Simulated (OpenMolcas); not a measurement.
# Ni: CASSCF and CASPT2 terms and fine-structure levels

Which level of Ni lies lowest, and where do the others fall? The reference wave functions come first, then spin-orbit coupling, then second-order correlation.

Program: OpenMolcas 26.06. Level of theory: state-averaged CASSCF and CASPT2, spin-orbit coupling by RASSI with atomic mean-field integrals. These are calculated values, not measurements, unless marked.

### 1 The system

| Property | Result |
| --- | --- |
| Species | Ni (nickel, Z = 28, 28 electrons) |
| Basis | ANO-R2 [6s5p4d2f1g], 64 functions |
| Scalar Hamiltonian | X2C, finite nucleus |
| Inactive shells | 1s 2s 2p 3s 3p 4s |
| Active space | 8 electrons in 5 orbitals (3d) |
| Some configurations of this space | 3d8 4s2 |
| Orbitals | optimised for each spin and parity, averaged over all roots |

Outer shells as boxes (Hund's rule):

3d8 4s2
```
3d [↑↓][↑↓][↑↓][↑ ][↑ ]
4s [↑↓]
```

The work runs as a chain of OpenMolcas steps in one folder; each step below is one input file. Labels, J, g values, rates, χT and fits are worked out afterwards by a script from the matrices that RASSI stores.

### 2 Basis and integrals

File a.inp:

```
&GATEWAY
Coord
1

Ni 0.0 0.0 0.0
Basis=ANO-R2
Group=XYZ
NoMove
AngMom=0.0 0.0 0.0
AMFI
&SEWARD
```

### 3 CASSCF: triplets of even parity, 10 roots

File a.inp:

```
&RASSCF
FileOrb=start.orb
Symmetry=1
Spin=3
nActEl=8 0 0
Inactive=4 6
Ras2=5 0
CIRoot=10 10 1
SDav=10
CIMx=300
Iter=120 100
PrWF=0.3
OrbListing=Nothing
MaxOrb=0
Atom
>>> COPY $Project.JobIph JOB001
```

start.orb holds the contracted functions of the basis, ordered by shell, or the orbitals of the step before.

### 4 Reference wave functions, singlets of even parity, 15 roots

File a.inp:

```
&RASSCF
FileOrb=start.orb
Symmetry=1
Spin=1
nActEl=8 0 0
Inactive=4 6
Ras2=5 0
CIRoot=15 15 1
SDav=15
CIMx=300
Iter=120 100
PrWF=0.3
OrbListing=Nothing
MaxOrb=0
Atom
>>> COPY $Project.JobIph JOB002
```

### 5 RASSI: spin-orbit coupling between the states

File a.inp:

```
&RASSI
NrOfJobIphs=2 10 14
1 2 3 4 5 6 7 8 9 10
1 2 3 4 5 6 7 8 9 10 11 12 13 14
IphNames
JOB001
JOB002
EJob
SpinOrbit
DIPRint=1.0
SOCoupling=1000.0
Subsets=2
MEES
Property=10
'ANGMOM' 1 'ANGMOM' 2 'ANGMOM' 3 'MLTPL  1' 1 'MLTPL  1' 2 'MLTPL  1' 3
'AMFI' 1 'AMFI' 2 'AMFI' 3 'MLTPL  2' 6
SOProperty=3
'ANGMOM' 1 'ANGMOM' 2 'ANGMOM' 3
```

### 6 CASPT2: IPEA 0.25, imaginary shift 0.1 (closed shells correlated: 3s 3p 4s)

File a.inp:

```
>>> COPY JOB001 $Project.JobIph
&CASPT2
Multistate=10 1 2 3 4 5 6 7 8 9 10
Frozen=2 3
IPEA=0.25
Imaginary=0.1
MaxIter=60
WThr=0.0 0.3 0.05
PrWF=0.5
NoMix
>>> COPY JOB002 $Project.JobIph
&CASPT2
Multistate=14 1 2 3 4 5 6 7 8 9 10 11 12 13 14
Frozen=2 3
IPEA=0.25
Imaginary=0.1
MaxIter=60
WThr=0.0 0.3 0.05
PrWF=0.5
NoMix
```

(Steps that only read results are left out.)

What does the calculation give? Wanted: lowest level; first excited level; lowest level of another term; spin-orbit lowering of the lowest level; strongest of the lines computed, by gA.

As calculated:

| quantity | value |
| --- | --- |
| method | SS-CASPT2, IPEA 0.25, imaginary shift 0.1 (closed shells correlated: 3s 3p 4s) |
| lowest level | 3d8 4s2 3F4, 100 % of that term, g = 1.250 |
| ground level listed by NIST | 3F4 |
| first excited level | 3d8 4s2 3F3 at 1336 cm-1 |
| lowest level of another term | 3d8 4s2 1D2 at 12830 cm-1 |
| spin-orbit lowering of the lowest level | 1007 cm-1 |
| strongest of the lines computed, by gA (one parity, so forbidden lines), at SS-CASPT2 energies | 3d8 4s2 1G4 → 3d8 4s2 3F4, 446.7 nm, A = 3.28e-01 s⁻¹ |

What each method costs and misses:

| method | time of its own steps | time with the reference | mean absolute difference from method B (cm-1) |
| --- | --- | --- | --- |
| A. CASSCF | 7.6 s | 7.6 s | 2500 |
| B. SS-CASPT2, IPEA 0.25, imaginary shift 0.1, +3s 3p 4s | 5.3 s | 13 s | 0 |

Times are of one thread on a shared host.

The multiplet 3F is inverted; its intervals divided by the larger J differ by 12 % of their mean, where Landé's rule for pure LS coupling makes them equal. Second-order correlation (method B) scales the levels of the lowest configuration above 5000 cm⁻¹ by 0.77 to 0.86. Only the configurations of the active space and the roots asked for are present. Not all states of the active space went into the spin-orbit step. CASPT2 does not keep the components of a term degenerate, and the means are used. Only valence configurations of the active space appear, up to the ionisation limit; * or ° marks odd parity.
